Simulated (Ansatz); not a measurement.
What does this script print? It uses Ansatz 0.2.0, Python API.

The script, `energy.py`:
```python
# -*- coding: utf-8 -*-
'''Single point of C3H10GeS in a Gaussian basis.'''

from pathlib import Path
import logging
import sys

import ansatz
import numpy as np

logging.basicConfig(stream=sys.stdout, format='[%(levelname)s] %(message)s')
logger = logging.getLogger('calc')
logger.setLevel(logging.INFO)

GEOMETRY = '''
C    -2.21660   -0.35600    0.01210
C    -0.92520    0.30280   -0.46320
C    -0.04110    0.70230    0.72010
S     1.47500    1.53910    0.14000
Ge    2.61230   -0.33710   -0.25710
H    -1.98920   -1.27590    0.59200
H    -2.83710   -0.63400   -0.86580
H    -2.79650    0.34560    0.64890
H    -1.17830    1.20630   -1.05920
H    -0.38150   -0.40890   -1.11930
H    -0.59540    1.41790    1.36410
H     0.21270   -0.18490    1.33890
H     2.60530   -1.23110    1.00920
H     1.97900   -1.10740   -1.44330
H     4.07660    0.02130   -0.61750
'''

c3h10ges = ansatz.Crystal.molecule()
for line in GEOMETRY.strip().splitlines():
    symbol, *xyz = line.split()
    c3h10ges = c3h10ges.atom(symbol, [float(v) for v in xyz])

setup = (
    c3h10ges.calculation()
    .basis(gaussian='cc-pVDZ')
    .functional('hf')
    .forces()
    .orbitals()
)
outcome = setup.run(runs_dir='c3h10ges_runs')
summary = outcome.report

for key in ('converged', 'free_energy_ev', 'reference_energy_ev', 'n_frozen', 'n_occupied', 'n_virtual'):
    logger.info(f'{key:22s} {summary[key]}')

symbols = [site.symbol for site in c3h10ges.cartesian_sites]
logger.info('forces (eV/A)')
for symbol, f in zip(symbols, summary['forces_ev_ang']):
    logger.info(f'  {symbol:2s} {f[0]:9.4f} {f[1]:9.4f} {f[2]:9.4f}')

charges = summary['charge_distribution']
dipole = np.array(charges['dipole_moment_e_ang']) * 4.803205
logger.info('dipole (D): {:.3f} {:.3f} {:.3f}, length {:.3f}'.format(*dipole, np.linalg.norm(dipole)))
logger.info('atom  Mulliken   Lowdin')
for symbol, m, l in zip(symbols, charges['mulliken_charges_e'], charges['lowdin_charges_e']):
    logger.info(f'{symbol:4s} {m:9.3f} {l:8.3f}')

lines = Path(summary['orbitals_path']).read_text().splitlines()
field_of = lambda key: [line.split('=')[1].strip() for line in lines if line.startswith(key)]
orbitals = [(27.211386 * float(e), s, float(n)) for e, s, n in zip(field_of('Ene='), field_of('Spin='), field_of('Occup='))]
homo = max(e for e, _, n in orbitals if n > 0.5)
lumo = min(e for e, _, n in orbitals if n < 0.5)
for e, spin, n in sorted(orbitals):
    if homo - 15 < e < lumo + 5:
        logger.info(f'{spin:6s} {e:10.3f} eV  occupation {n:.0f}')
```

`python energy.py` gives:
```text
[INFO] converged              True
[INFO] free_energy_ev         -70540.31709585941
[INFO] reference_energy_ev    -70540.31709585941
[INFO] n_frozen               0
[INFO] n_occupied             [38, 38]
[INFO] n_virtual              [99, 99]
[INFO] forces (eV/A)
[INFO]   C    -0.3694   -0.1971   -0.0729
[INFO]   C    -0.2135   -0.0745   -0.2053
[INFO]   C    -0.7254    0.0116    0.1950
[INFO]   S     0.4353   -0.0955    0.2619
[INFO]   Ge    0.6163   -0.1879   -0.2513
[INFO]   H    -0.3041    0.5035   -0.2741
[INFO]   H     0.2237    0.0887    0.6208
[INFO]   H     0.2251   -0.5241   -0.3136
[INFO]   H     0.3388   -0.5645    0.2816
[INFO]   H    -0.2978    0.5608    0.2669
[INFO]   H     0.4908   -0.4213   -0.3146
[INFO]   H    -0.1486    0.6392   -0.2952
[INFO]   H    -0.0829    0.1718   -0.2038
[INFO]   H     0.1126    0.0794    0.2411
[INFO]   H    -0.3009    0.0098    0.0637
[INFO] dipole (D): -0.943 -1.401 0.148, length 1.695
[INFO] atom  Mulliken   Lowdin
[INFO] C       -0.062    0.000
[INFO] C       -0.072   -0.066
[INFO] C       -0.169   -0.144
[INFO] S       -0.242    0.206
[INFO] Ge       0.508    0.179
[INFO] H        0.034    0.008
[INFO] H        0.041    0.013
[INFO] H        0.036    0.009
[INFO] H        0.048    0.013
[INFO] H        0.044    0.009
[INFO] H        0.074    0.007
[INFO] H        0.068    0.005
[INFO] H       -0.106   -0.081
[INFO] H       -0.108   -0.084
[INFO] H       -0.093   -0.075
[INFO] Alpha     -23.601 eV  occupation 2
[INFO] Alpha     -21.741 eV  occupation 2
[INFO] Alpha     -19.453 eV  occupation 2
[INFO] Alpha     -17.528 eV  occupation 2
[INFO] Alpha     -15.915 eV  occupation 2
[INFO] Alpha     -15.200 eV  occupation 2
[INFO] Alpha     -15.094 eV  occupation 2
[INFO] Alpha     -13.477 eV  occupation 2
[INFO] Alpha     -13.393 eV  occupation 2
[INFO] Alpha     -13.084 eV  occupation 2
[INFO] Alpha     -12.849 eV  occupation 2
[INFO] Alpha     -12.216 eV  occupation 2
[INFO] Alpha     -11.180 eV  occupation 2
[INFO] Alpha      -9.453 eV  occupation 2
[INFO] Alpha       3.614 eV  occupation 0
[INFO] Alpha       4.241 eV  occupation 0
[INFO] Alpha       4.562 eV  occupation 0
[INFO] Alpha       4.886 eV  occupation 0
[INFO] Alpha       5.457 eV  occupation 0
[INFO] Alpha       6.052 eV  occupation 0
[INFO] Alpha       6.186 eV  occupation 0
[INFO] Alpha       6.292 eV  occupation 0
[INFO] Alpha       7.160 eV  occupation 0
[INFO] Alpha       7.668 eV  occupation 0
[INFO] Alpha       7.762 eV  occupation 0
[INFO] Alpha       8.141 eV  occupation 0
```

What to keep in mind:
- Total energies depend on the basis set; only differences at equal settings carry meaning.
- The geometry is a force-field or estimated start, not a minimum of this method, and the basis set is short of its limit.
- The Löwdin charges here are taken after orthogonalising the functions within each atom; they differ from plain Löwdin charges, and their signs can be unphysical.
- Alpha marks a spatial orbital of a restricted run, filled by both spins.
- Levels such as HOMO and LUMO are orbital energies: in Hartree-Fock the gap is too wide and the LUMO hangs on the basis.
- Finished in 4.9 s on 1 thread of Intel(R) Xeon(R) 6975P-C (Granite Rapids), with other jobs on the host, peak memory 0.4 GiB.

(A comment or docstring line of the script was reworded after the run, the code is as it ran; lines on the test bed's own set-up are left out of the output.)
